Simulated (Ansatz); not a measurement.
# GeCCl (quartet): wave-function methods side by side, cc-pVDZ

How much of the correlation energy of GeCCl (quartet) does each wave-function method recover here?

Computed with Ansatz 0.2.0, Gaussian basis. Level: cc-pVDZ, core rule «outside noble gas», up to 20 orbitals frozen.

Plan: UHF; CCSD(T) on ROHF; CCSD(T) on UHF; BCCD(T) on ROHF; CISD as a restricted active space (open shells left free, so some higher excitations enter); CCSDT(Q) on ROHF; CCSDT(Q) on UHF; CASSCF and MRCISD+Q, 13 electrons in 11 orbitals; CASSCF and NEVPT2, 13 electrons in 11 orbitals.

20 further runs of the same task are left out: 8 that didn't finish, 12 set aside as unsound or not needed. Runs told in other sessions of the task aren't counted.

## 1. The system

The geometry is a PBE0/def2-TZVP stationary point (not a proven minimum) of the parent state, kept for this charge and spin. No spin-orbit coupling is included. The filled d shell of Ge may be among the frozen orbitals whatever the setting's name suggests.

3 atoms, charge 0, spin multiplicity 4.

Atoms are counted from 1 here; the program's logs count them from 0.

Bond lengths: C1–Ge2 1.796 Å, Ge2–Cl3 2.133 Å. Angles: C1–Ge2–Cl3 180.0°.

## 2. UHF

File in.yaml:

```yaml
crystal:
  periodic: [false, false, false]
  atoms:
    - {symbol: C, position_ang: [0.000000, 0.000000, -1.908300]}
    - {symbol: Ge, position_ang: [0.000000, 0.000000, -0.112300]}
    - {symbol: Cl, position_ang: [0.000000, 0.000000, 2.020600]}
basis:
  gaussian: {orbitals: cc-pVDZ}
magnetization: {spin_polarized: true, initial_magnetization: 3}
hamiltonian: {xc: hf}
output: {orbitals: {seedname: orbitals}}
```

Launch:

```
$ ansatz run in.yaml --threads 1 --pin off --events-out ev --progress --plain --max-ram 2393MiB
```

After this run come: CCSD(T) on ROHF; CCSD(T) on UHF; BCCD(T) on ROHF; CISD as a restricted active space (open shells left free, so some higher excitations enter); CCSDT(Q) on ROHF; CCSDT(Q) on UHF; CASSCF and MRCISD+Q, 13 electrons in 11 orbitals; CASSCF and NEVPT2, 13 electrons in 11 orbitals.

Before running them: what should the planned runs give, taken together? Wanted: UCCSDT(Q) from the RHF energy; RMP2 from UCCSDT(Q); UMP2 from UCCSDT(Q); RCCSD from UCCSDT(Q); RCCSD(T) from UCCSDT(Q); UCCSD(T) from UCCSDT(Q); RCCSDT(Q) from UCCSDT(Q); NEVPT2 valence from UCCSDT(Q); MRCISD+Q valence from UCCSDT(Q).

As calculated:

| quantity | value |
| --- | --- |
| UCCSDT(Q) from the ROHF energy | -9.5501 eV |
| RMP2 from UCCSDT(Q) | +1340.8 meV |
| UMP2 from UCCSDT(Q) | +1422.8 meV |
| RCCSD from UCCSDT(Q) | +468.9 meV |
| RCCSD(T) from UCCSDT(Q) | +98.6 meV |
| UCCSD(T) from UCCSDT(Q) | +96.1 meV |
| RCCSDT(Q) from UCCSDT(Q) | +7.9 meV |
| NEVPT2 valence from UCCSDT(Q) | +1341.9 meV |
| MRCISD+Q valence from UCCSDT(Q) | +69.7 meV |
| levels within 1 kcal/mol (43 meV) | UCCSDT, RCCSDT(Q) |
| T1 diagnostic | 0.022 |
| effectively unpaired electrons | 3.07 |

**Reading.** RCCSD(T) misses by +98.6 meV, 1.0 % of the correlation energy. One determinant dominates. Of the multireference levels listed MRCISD+Q valence comes nearest in total energy (+69.7 meV), which doesn't show that its space is the better one. These misses are within one basis, not against nature; the frozen cores of restricted and unrestricted runs differ, which can shift their rows.
